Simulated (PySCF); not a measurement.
# Al(3+): dipole response in aug-cc-pV(D+d)Z

How polarisable is Al(3+) at the levels listed below?

Method: unrestricted determinants in a Gaussian basis, no spin-orbit coupling in the energies. Code: PySCF 2.14.0.

**1. What is computed**

```
Element     : aluminium (Z = 13)
Basis       : aug-cc-pV(D+d)Z
Hamiltonian : no relativity, point nucleus
State 1     : Al(3+): [Ne], closed-shell 1S
Methods     : UHF, PBE, PBE0, wB97X-V, r2SCANh
```

The outer shells:

Al3+ [Ne]
```
[He] core
2s [↑↓]
2p [↑↓][↑↓][↑↓]
```

One driver process ran all states and methods and kept the integrals in memory. Each run is shown as a PySCF script that sums up its settings (the driver passes frozen orbitals as a list and adds second-order terms of double hybrids); the logs are those of the runs themselves. The driver starts from symmetry-adapted Hartree-Fock orbitals, holds the occupation by maximum overlap and uses a logarithmic radial grid for functionals, so a plain start would take other cycles.

The integrals over 32 functions and the set-up took 0.1 s of CPU time.

**2. Al(3+): the ladder of methods**

**UHF**

The input, input.py:

```python
from pyscf import gto, scf, dft, mp, cc
import basis_set_exchange as bse
mol = gto.M(atom="Al 0 0 0", charge=3, spin=0, symmetry="D2h",
            basis=gto.basis.parse(bse.get_basis("aug-cc-pV(D+d)Z", elements=["Al"], fmt="nwchem")))
mf = scf.UHF(mol)
mf.irrep_nelec = {'Ag': (2, 2), 'B1u': (1, 1), 'B2u': (1, 1), 'B3u': (1, 1)}
mf.kernel()
```

Standard output:

```text
damping factor = 0
level_shift factor = 0
DIIS = <class 'pyscf.scf.diis.CDIIS'>
diis_start_cycle = 1
diis_space = 10
diis_damp = 0
SCF conv_tol = 1e-09
SCF conv_tol_grad = None
number electrons alpha = 5  beta = 5
cycle= 1 E= -239.994322452238  delta_E= -1.17e-12  |g|= 1.34e-07  |ddm|= 2.44e-06
converged SCF energy = -239.994322452238  <S^2> = -8.8817842e-16  2S+1 = 1
```

CPU time 0.22 s on a shared host, the integrals not counted.

The occupied shells:

| shell | electrons | mean orbital energy (eV) | spread (eV) | rms radius (bohr) |
| --- | --- | --- | --- | --- |
| 1s | 2 | -1627.6 | 0 | 0.139 |
| 2s | 2 | -167.59 | 0 | 0.676 |
| 2p | 6 | -121.90 | 0 | 0.670 |

⟨S²⟩ = 0.000, ⟨L²⟩ = 0.00.

The driver then solved the coupled dipole response at imaginary frequencies: mean α = 0.2204 bohr³, C₆ = 0.1630 au for a like pair.

**PBE**

input.py, as changed from the run before:

```diff
@@ -4,3 +4,3 @@
             basis=gto.basis.parse(bse.get_basis("aug-cc-pV(D+d)Z", elements=["Al"], fmt="nwchem")))
-mf = scf.UHF(mol)
+mf = dft.UKS(mol, xc="PBE")
 mf.irrep_nelec = {'Ag': (2, 2), 'B1u': (1, 1), 'B2u': (1, 1), 'B3u': (1, 1)}
```

Standard output:

```text
damping factor = 0
level_shift factor = 0
DIIS = <class 'pyscf.scf.diis.CDIIS'>
diis_start_cycle = 1
diis_space = 10
diis_damp = 0
SCF conv_tol = 1e-09
SCF conv_tol_grad = None
number electrons alpha = 5  beta = 5
XC functionals = PBE
    J. P. Perdew, K. Burke, and M. Ernzerhof.,  Phys. Rev. Lett. 77, 3865 (1996)
    J. P. Perdew, K. Burke, and M. Ernzerhof.,  Phys. Rev. Lett. 78, 1396 (1997)
    J. P. Perdew, K. Burke, and M. Ernzerhof.,  Phys. Rev. Lett. 77, 3865 (1996)
    J. P. Perdew, K. Burke, and M. Ernzerhof.,  Phys. Rev. Lett. 78, 1396 (1997)
cycle= 1 E= -240.25282671059  delta_E= -0.0015  |g|= 0.0112  |ddm|= 0.121
cycle= 2 E= -240.252859037309  delta_E= -3.23e-05  |g|= 0.00177  |ddm|= 0.0186
cycle= 3 E= -240.252859875044  delta_E= -8.38e-07  |g|= 1.51e-06  |ddm|= 0.00254
cycle= 4 E= -240.252859875045  delta_E= -4.83e-13  |g|= 1.84e-07  |ddm|= 1.19e-06
converged SCF energy = -240.252859875045  <S^2> = -1.7763568e-15  2S+1 = 1
```

CPU time 0.37 s on a shared host, the integrals not counted.

The driver then solved the coupled dipole response at imaginary frequencies: mean α = 0.2391 bohr³, C₆ = 0.1814 au for a like pair.

**PBE0**

input.py, as changed from the run before:

```diff
@@ -4,3 +4,3 @@
             basis=gto.basis.parse(bse.get_basis("aug-cc-pV(D+d)Z", elements=["Al"], fmt="nwchem")))
-mf = dft.UKS(mol, xc="PBE")
+mf = dft.UKS(mol, xc="PBE0")
 mf.irrep_nelec = {'Ag': (2, 2), 'B1u': (1, 1), 'B2u': (1, 1), 'B3u': (1, 1)}
```

Standard output:

```text
damping factor = 0
level_shift factor = 0
DIIS = <class 'pyscf.scf.diis.CDIIS'>
diis_start_cycle = 1
diis_space = 10
diis_damp = 0
SCF conv_tol = 1e-09
SCF conv_tol_grad = None
number electrons alpha = 5  beta = 5
XC functionals = PBE0
    C. Adamo and V. Barone.,  J. Chem. Phys. 110, 6158 (1999)
    M. Ernzerhof and G. E. Scuseria.,  J. Chem. Phys. 110, 5029 (1999)
cycle= 1 E= -240.283961897237  delta_E= -0.000698  |g|= 0.00473  |ddm|= 0.0767
cycle= 2 E= -240.283967771464  delta_E= -5.87e-06  |g|= 0.000478  |ddm|= 0.00763
cycle= 3 E= -240.283967830343  delta_E= -5.89e-08  |g|= 1.93e-06  |ddm|= 0.000684
cycle= 4 E= -240.283967830344  delta_E= -1.08e-12  |g|= 3.84e-09  |ddm|= 2.35e-06
converged SCF energy = -240.283967830344  <S^2> = 8.8817842e-16  2S+1 = 1
```

It used 0.52 s of CPU time after the integrals (shared host).

The driver then solved the coupled dipole response at imaginary frequencies: mean α = 0.2334 bohr³, C₆ = 0.1757 au for a like pair.

**wB97X-V**

input.py, as changed from the run before:

```diff
@@ -4,3 +4,3 @@
             basis=gto.basis.parse(bse.get_basis("aug-cc-pV(D+d)Z", elements=["Al"], fmt="nwchem")))
-mf = dft.UKS(mol, xc="PBE0")
+mf = dft.UKS(mol, xc="WB97X_V")
 mf.irrep_nelec = {'Ag': (2, 2), 'B1u': (1, 1), 'B2u': (1, 1), 'B3u': (1, 1)}
```

Standard output:

```text
damping factor = 0
level_shift factor = 0
DIIS = <class 'pyscf.scf.diis.CDIIS'>
diis_start_cycle = 1
diis_space = 10
diis_damp = 0
SCF conv_tol = 1e-09
SCF conv_tol_grad = None
number electrons alpha = 5  beta = 5
XC functionals = WB97X_V
    N. Mardirossian and M. Head-Gordon.,  Phys. Chem. Chem. Phys. 16, 9904-9924 (2014)
NLC functional = WB97X_V
cycle= 1 E= -240.366290820087  delta_E= -0.000872  |g|= 0.00276  |ddm|= 0.0808
cycle= 2 E= -240.366292861679  delta_E= -2.04e-06  |g|= 0.000159  |ddm|= 0.00451
cycle= 3 E= -240.366292867484  delta_E= -5.8e-09  |g|= 9.4e-06  |ddm|= 0.000195
cycle= 4 E= -240.366292867507  delta_E= -2.33e-11  |g|= 7.97e-08  |ddm|= 1.32e-05
converged SCF energy = -240.366292867507  <S^2> = -3.5527137e-15  2S+1 = 1
```

It used 0.74 s of CPU time after the integrals (shared host).

The driver then solved the coupled dipole response at imaginary frequencies: mean α = 0.2354 bohr³, C₆ = 0.1777 au for a like pair.

**r2SCANh**

input.py, as changed from the run before:

```diff
@@ -4,3 +4,3 @@
             basis=gto.basis.parse(bse.get_basis("aug-cc-pV(D+d)Z", elements=["Al"], fmt="nwchem")))
-mf = dft.UKS(mol, xc="WB97X_V")
+mf = dft.UKS(mol, xc="HYB_MGGA_XC_R2SCANH")
 mf.irrep_nelec = {'Ag': (2, 2), 'B1u': (1, 1), 'B2u': (1, 1), 'B3u': (1, 1)}
```

Standard output:

```text
damping factor = 0
level_shift factor = 0
DIIS = <class 'pyscf.scf.diis.CDIIS'>
diis_start_cycle = 1
diis_space = 10
diis_damp = 0
SCF conv_tol = 1e-09
SCF conv_tol_grad = None
number electrons alpha = 5  beta = 5
XC functionals = HYB_MGGA_XC_R2SCANH
    M. Bursch, H. Neugebauer, S. Ehlert, and S. Grimme.,  J. Chem. Phys. 156, 134105 (2022)
cycle= 1 E= -240.382330234428  delta_E= -0.000312  |g|= 0.00266  |ddm|= 0.0497
cycle= 2 E= -240.382332107106  delta_E= -1.87e-06  |g|= 0.000262  |ddm|= 0.0042
cycle= 3 E= -240.382332124899  delta_E= -1.78e-08  |g|= 6.13e-07  |ddm|= 0.000371
cycle= 4 E= -240.382332124899  delta_E= -1.99e-13  |g|= 4.61e-10  |ddm|= 8.49e-07
converged SCF energy = -240.382332124899  <S^2> = -1.7763568e-15  2S+1 = 1
```

CPU time 0.89 s on a shared host, the integrals not counted.

The driver then solved the coupled dipole response at imaginary frequencies: mean α = 0.2300 bohr³, C₆ = 0.1746 au for a like pair.

Radial density 4πr²ρ of Al(3+) at UHF:

```
r (bohr)  density
 0.00179   0.0535
 0.00301    0.147
 0.00506    0.394
 0.00851     1.02
  0.0143     2.48
  0.0241     5.46
  0.0405     10.1
  0.0681     14.2
   0.115     13.0
   0.193     8.67
   0.324     10.8
   0.545     11.9
   0.917     4.41
    1.54    0.332
    2.59  0.00136
```

**3. Polarisabilities and C₆**

Al(3+), in atomic units:

```csv
method,mean α,C₆ (like pair),S(−4)
UHF,0.2204,0.1630,0.01207
PBE,0.2391,0.1814,0.01499
PBE0,0.2334,0.1757,0.01404
wB97X-V,0.2354,0.1777,0.01442
r2SCANh,0.2300,0.1746,0.01322
```

α(iu) at r2SCANh:

```csv
u (hartree),α(iu) (bohr³)
0,0.2300
0.0500,0.2299
0.100,0.2298
0.200,0.2294
0.300,0.2288
0.500,0.2267
0.750,0.2228
1.00,0.2176
1.50,0.2043
2.00,0.1885
3.00,0.1555
5.00,0.1013
```

**4. What came out**

```
   quantity                               value
α of Al(3+)  0.2204 (UHF) to 0.2391 (PBE) bohr³
```

**Reading.** A single London oscillator with the computed α and C₆ of Al(3+) at UHF would have ω = 4 C₆ / (3 α²) = 4.47 hartree. All values hold for this basis alone; no basis-set limit was taken.
